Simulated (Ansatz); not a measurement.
# PdAuC4N4: the cost of one run

Method: DFT PBE, scalar-relativistic, plane waves, PAW, in Ansatz 0.2.0.

**1. Starting point**

Symmetry: P-43m, No. 215, cubic system. Conventional cell: a = 5.909 Å, b = 5.909 Å, c = 5.909 Å, α = 90.00°, β = 90.00°, γ = 90.00°. Around Pd (site symmetry -43m) lie 4 N at 2.03 Å. C (site symmetry 3m) is surrounded by 1 N at 1.17 Å and 1 Au at 1.92 Å. Au (site symmetry -43m) is surrounded by 4 C at 1.92 Å. N (site symmetry 3m) has 1 C at 1.17 Å and 1 Pd at 2.03 Å in its first shell of neighbours.

Coordinates:

```
Pd C Au N
1.0
     5.90860    0.00000    0.00000
     0.00000    5.90860    0.00000
     0.00000    0.00000    5.90860
Pd C Au N
1 4 1 4
Direct
  0.50000 0.50000 0.50000
  0.18732 0.18732 0.18732
  0.18732 0.81268 0.81268
  0.81268 0.18732 0.81268
  0.81268 0.81268 0.18732
  0.00000 0.00000 0.00000
  0.30164 0.30164 0.30164
  0.30164 0.69836 0.69836
  0.69836 0.30164 0.69836
  0.69836 0.69836 0.30164
```

Recipe of the guess: two interpenetrating cyanide-bridged diamond nets (P-43m, No. 215). The dimensions are guesses.

**2. The guess as it stands, on a coarse mesh**

The input, input.yaml:

```yaml
crystal:
  lattice:
    - [5.90860265, 0.0, 0.0]
    - [0.0, 5.90860265, 0.0]
    - [0.0, 0.0, 5.90860265]
  atoms:
    - { symbol: Pd, position: [0.5, 0.5, 0.5] }
    - { symbol: C, position: [0.18731679, 0.18731679, 0.18731679] }
    - { symbol: C, position: [0.18731679, 0.81268321, 0.81268321] }
    - { symbol: C, position: [0.81268321, 0.18731679, 0.81268321] }
    - { symbol: C, position: [0.81268321, 0.81268321, 0.18731679] }
    - { symbol: Au, position: [0.0, 0.0, 0.0] }
    - { symbol: "N", position: [0.30164159, 0.30164159, 0.30164159] }
    - { symbol: "N", position: [0.30164159, 0.69835841, 0.69835841] }
    - { symbol: "N", position: [0.69835841, 0.30164159, 0.69835841] }
    - { symbol: "N", position: [0.69835841, 0.69835841, 0.30164159] }
basis:
  ecutwfc: 420
kpoints:
  mp_grid: { grid: [4, 4, 4] }
hamiltonian:
  xc: pbe
scf:
  occupations: { method: gaussian, width: 0.1 }
  lower_state_search: "off"
output:
  forces: true
  stress: true
  eigenvalues: true
```

Launch:

```
ansatz run input.yaml --threads 1 --pin off --max-ram 2560MiB --backend cpu --events-out ev --progress --plain --runs-dir out
```

What time and memory should one allow on 1 thread of Intel Xeon Platinum 8488C (Sapphire Rapids), shared host?

About 5.2 s, with a peak of 0.47 GiB.
